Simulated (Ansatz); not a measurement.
# FGaH4O3: the cost of one run

All numbers below are computed with Ansatz 0.2.0 (RKS B3LYP-D4/def2-SVP).

### Step 1. Starting point

Bond lengths: Ga1–O2 2.195 Å, Ga1–O3 1.726 Å, Ga1–O4 1.722 Å, Ga1–F6 2.127 Å, O2–H7 0.958 Å, O3–H8 0.958 Å, O4–H9 0.957 Å. Angles: Ga1–O2–H7 117.9°, O2–Ga1–O3 114.5°, O2–Ga1–O4 110.6°, O2–Ga1–F6 67.3°, O3–Ga1–O4 126.4°, O3–Ga1–F6 109.5°, O4–Ga1–F6 113.5°, Ga1–O3–H8 118.4°, Ga1–O4–H9 116.1°.

As a file:

```xyz
9

Ga   -0.1022   -0.5581    0.3038
O     0.2595    0.7634   -1.4109
O     1.3231   -1.0280    1.1570
O    -1.5017   -1.5253    0.0396
H    -0.1643    1.4306   -0.4141
F    -0.5448    1.4781    0.7288
H     1.1649    1.0091   -1.6039
H     1.7178   -0.4019    1.7648
H    -2.1522   -1.1680   -0.5652
```

### Step 2. Pulling towards end A

Springs on the bonds that form and break draw the guess towards this end; the thresholds are loose.

Input file input.yaml:

```yaml
crystal:
  periodic: [false, false, false]
  atoms:
    - { symbol: Ga, position_ang: [-0.1022, -0.5581, 0.3038] }
    - { symbol: O, position_ang: [0.2595, 0.7634, -1.4109] }
    - { symbol: O, position_ang: [1.3231, -1.028, 1.157] }
    - { symbol: O, position_ang: [-1.5017, -1.5253, 0.0396] }
    - { symbol: H, position_ang: [-0.1643, 1.4306, -0.4141] }
    - { symbol: F, position_ang: [-0.5448, 1.4781, 0.7288] }
    - { symbol: H, position_ang: [1.1649, 1.0091, -1.6039] }
    - { symbol: H, position_ang: [1.7178, -0.4019, 1.7648] }
    - { symbol: H, position_ang: [-2.1522, -1.168, -0.5652] }
basis:
  gaussian: { orbitals: def2-SVP }
hamiltonian:
  xc: b3lyp
  dispersion: d4
relax:
  f_tol: 0.15
  max_steps: 25
  restrain:
    - { distance: [0, 5], at: 3.09, k: 30.0 }
    - { distance: [4, 1], at: 2.27, k: 30.0 }
    - { distance: [0, 1], at: 1.88, k: 30.0 }
    - { distance: [4, 5], at: 0.88, k: 30.0 }
output:
  orbitals: {}
```

Started as:

```
> ansatz run input.yaml --threads 2 --pin off --max-ram 3072MiB --backend cpu --events-out ev --progress --plain --runs-dir out
```

Q: Estimate wall time and peak memory on 2 threads of Intel Xeon 6975P-C (Granite Rapids), shared host.

About 18 s, with a peak of 0.27 GiB.
